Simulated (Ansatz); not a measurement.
# SrC2, space group I4/mmm: relaxations under a series of pressures

Computed with Ansatz's Python interface.

Run as a notebook:

```python
import ansatz
import numpy as np
```

```python
def edges_and_angles(cell):
    cell = np.asarray(cell)
    a, b, c = np.linalg.norm(cell, axis=1)
    cosines = cell[1] @ cell[2] / (b * c), cell[0] @ cell[2] / (a * c), cell[0] @ cell[1] / (a * b)
    return (a, b, c, *np.degrees(np.arccos(cosines)))
```

```python
crystal = (
    ansatz.Lattice.from_parameters(4.1143, 4.1143, 6.766, alpha=90, beta=90, gamma=90)
    .space_group(139, hermann_mauguin="I4/mmm")
    .atom("Sr", [0.0, 0.0, 0.0])
    .atom("C", [0.0, 0.0, 0.412])
    .primitive()
)
```

```python
len(crystal.resolved().sites)
```

    3

```python
calculation = (
    crystal.calculation()
    .functional("PBEsol")
    .kpoints(mesh=(6, 6, 6), center="gamma")
    .occupations("Fixed")
    .mixing("broyden")
    .scf(algorithm="direct_min")
)
```

```python
# H = F + PV, with 1 GPa A^3 = 1/160.21766 eV
rows = []
for pressure in [0, 2, 4, 6, 8]:
    out = calculation.relax(cell=True, pressure=pressure, max_steps=100, density_extrapolation="second_order").run()
    cell = out.lattice.cell_ang
    n_atoms = len(out.lattice.sites)
    volume = abs(np.linalg.det(cell)) / n_atoms
    enthalpy = out.report["free_energy_ev"] / n_atoms + pressure * volume / 160.21766
    rows.append((pressure, volume, enthalpy, *edges_and_angles(cell)))
    print(f"{pressure} GPa done: {volume:.4f} A^3/atom")
```

    DeckWarning: basis.ecutwfc = 420 eV, auto-derived from the records' recommended cutoffs: set by Sr (normal level)
    0 GPa done: 18.4403 A^3/atom
    2 GPa done: 17.7791 A^3/atom
    4 GPa done: 17.2484 A^3/atom
    6 GPa done: 16.7784 A^3/atom
    8 GPa done: 16.3708 A^3/atom

```python
print(" P (GPa)  V (A^3/atom)  H (eV/atom)     a       b       c")
for row in rows:
    print("{:8.1f} {:12.4f} {:14.5f} {:7.4f} {:7.4f} {:7.4f}".format(*row[:6]))
p, v = np.array([row[0] for row in rows], float), np.array([row[1] for row in rows])
print("mean bulk modulus between rows (GPa):", np.round(-np.diff(p) / np.diff(np.log(v)), 1))
```

     P (GPa)  V (A^3/atom)  H (eV/atom)     a       b       c
         0.0      18.4403    -1328.43736  4.4243  4.4243  4.4243
         2.0      17.7791    -1328.21138  4.3784  4.3784  4.3784
         4.0      17.2484    -1327.99281  4.3398  4.3398  4.3398
         6.0      16.7784    -1327.78050  4.3051  4.3051  4.3051
         8.0      16.3708    -1327.57366  4.2739  4.2739  4.2739
    mean bulk modulus between rows (GPa): [54.8 66.  72.4 81.3]

The volume falls from 18.44 Å³ an atom at 0 GPa to 16.37 at 8 GPa, by 11.2 %. Between 0 and 2 GPa, -V dP/dV is about 55 GPa, a mean over that step.

These settings explore the input space; cutoff and mesh may be short of convergence. At a fixed pressure a relaxation lowers the enthalpy F + PV, while F alone can rise. The starting cell is as deposited in a crystallographic database; the results hold for this polymorph, which needn't be the stable one. Warnings are shown shortened and without file and line. Symmetry holds the cell in this phase, whether or not it is the stable one at each pressure. It ran for 61 s on 1 thread of Intel(R) Xeon(R) Platinum 8488C (Sapphire Rapids), with other jobs on the host, peak memory 0.45 GiB.
